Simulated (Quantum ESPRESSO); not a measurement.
## Cu3Rh under changes of volume

One of the cells (12.156 Å³/atom); the others are scaled copies at fixed shape and fractional positions:

```
Rh Cu
1.0
    -1.83739    1.83739    3.60063
     1.83739   -1.83739    3.60063
     1.83739    1.83739   -3.60063
Rh Cu
1 3
Direct
  0.00000 0.00000 0.00000
  0.50000 0.50000 0.00000
  0.25000 0.75000 0.50000
  0.75000 0.25000 0.50000
```

The cell comes from a database or a generator and needn't be the stable form of this composition.

| Property | Result |
| --- | --- |
| Program | Quantum ESPRESSO 7.5 |
| Functional | LDA |
| Potentials or basis | GBRV 1.5 LDA |
| Cutoff | 762 eV |
| Density cutoff | 6095 eV |
| k mesh | 8 × 8 × 8 |
| Occupations | fermi-dirac, width 0.05 eV |
| Spin | no spin polarisation |

| volume (Å³/atom) | energy over the lowest point (meV/atom) | pressure (GPa) |
| --- | --- | --- |
| 11.426 | 3.02 | 4.0 |
| 11.669 | 0.00 | -0.7 |
| 11.913 | 3.72 | -4.9 |
| 12.156 | 13.41 | -8.6 |
| 12.399 | 28.31 | -11.8 |
| 12.642 | 47.81 | -14.6 |
| 12.885 | ? | ? |

**Question.** What does the run at 12.885 Å³/atom give?

**Answer.** Energy over the lowest point 71.33 meV/atom; pressure -17.1 GPa.

Worked out: A Birch-Murnaghan fit of order 3 (a polynomial in V^(-2/3)) to the other rows has its minimum at 11.65 Å³/atom with B0 = V·E''(V) = 215 GPa and B' = 5.1 at fixed shape and positions, which overstates the stiffness. It gives 71.36 meV/atom at 12.885 Å³/atom, against the run's 71.33, and -dE/dV = -16.7 GPa, against -17.1.

Energies are extrapolated to zero smearing.
